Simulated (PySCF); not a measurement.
# C3H8BFS: the cost of one run

Computed with PySCF 2.14.0, with density-fitted response routines of our own, on a single molecule in the gas phase. Atoms are numbered from 0 throughout.

### 1 Starting geometry

14 atoms, charge 0, multiplicity 1; geometry from: GFN2-xTB. The atoms were then displaced at random by about 0.01 Å, so the start is not that level's minimum.

Bonds of the start (Å): F0–C1 1.36, C1–S2 1.84, S2–B3 2.04, B3–C4 1.63, C4–C5 1.52, C5–S2 1.83, C1–H6 1.09, C1–H7 1.10, B3–H8 1.18, B3–H9 1.19, C4–H10 1.09, C4–H11 1.11, C5–H12 1.08, C5–H13 1.09.

### 2 Relaxing the molecule at PBE0-D3(BJ)/def2-SVP

What the job is given:

```
{"job": {"xc": "PBE0", "basis": "def2-SVP", "d3": "d3bj", "grid": 1, "shake": 0.01, "kind": "geom"}, "charge": 0, "multiplicity": 1}
F      2.600140     1.041730     0.296220
C      1.835010    -0.052030     0.534250
S      0.747410    -0.431440    -0.901660
B     -0.794800    -1.247980     0.155990
C     -1.363740     0.263290     0.381970
C     -0.485070     0.906090    -0.678270
H      1.242240     0.132960     1.424090
H      2.539880    -0.881770     0.672480
H     -0.357780    -1.840130     1.081550
H     -1.404370    -1.886880    -0.639830
H     -2.426520     0.448920     0.212990
H     -1.133530     0.687540     1.382860
H     -0.008160     1.848030    -0.443520
H     -0.997850     0.996610    -1.631230
```

The run is started by

```sh
> OMP_NUM_THREADS=1 python probes_run.py task.json out
```

One launch serves the whole session: the jobs run in the order shown.

**Question.** How long does this first job take on 1 thread of Arm Neoverse N1, shared host, and how much memory does it need?

About 73 s, with a peak of 0.51 GiB.
